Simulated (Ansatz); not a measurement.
# HoBi: the cost of one run

Program: Ansatz 0.2.0. Level of theory: DFT PBEsol, scalar-relativistic, plane waves, PAW. These are calculated values, not measurements.

3 further runs of the same task are left out: 1 that didn't finish, 2 set aside as unsound or not needed.

### 1 The system as given

It takes space group Fm-3m (No. 225, cubic). Conventional cell: a = 6.249 Å, b = 6.249 Å, c = 6.249 Å, α = 90.00°, β = 90.00°, γ = 90.00°. Ho (site symmetry m-3m) is surrounded by 6 Bi at 3.12 Å. Bi (site symmetry m-3m) has 6 Ho at 3.12 Å as nearest neighbours.

Structure file:

```cif
data_structure
_symmetry_space_group_name_H-M 'Fm-3m'
_symmetry_Int_Tables_number 225
_cell_length_a 6.2487
_cell_length_b 6.2487
_cell_length_c 6.2487
_cell_angle_alpha 90.000
_cell_angle_beta 90.000
_cell_angle_gamma 90.000
_cell_volume 243.99
loop_
_atom_site_label
_atom_site_type_symbol
_atom_site_symmetry_multiplicity
_atom_site_Wyckoff_symbol
_atom_site_fract_x
_atom_site_fract_y
_atom_site_fract_z
_atom_site_occupancy
Ho1 Ho 4 b 0.50000 0.00000 0.00000 1
Bi1 Bi 4 a 0.00000 0.00000 0.00000 1
```

Starting moments: Ho 4.00 μB.

### 2 At the starting volume

The input, input.yaml:

```yaml
crystal:
  lattice:
    - [0.0, 3.1243440851, 3.1243440851]
    - [3.1243440851, 0.0, 3.1243440851]
    - [3.1243440851, 3.1243440851, 0.0]
  atoms:
    - { symbol: Ho, position: [0.5, 0.5, 0.5], spin: 4.0 }
    - { symbol: Bi, position: [0.0, 0.0, 0.0] }
basis:
  ecutwfc: 420
  ecutrho_ratio: 4
kpoints:
  mp_grid: { grid: [8, 8, 8] }
hamiltonian:
  xc: pbesol
scf:
  occupations: { method: gaussian, width: 0.05 }
output:
  forces: true
  stress: true
  eigenvalues: true
  populations: true
magnetization:
  spin_polarized: true
```

Q: Estimate wall time and peak memory on 4 threads of an Arm CPU, shared host.

About 54 s, with a peak of 0.57 GiB.
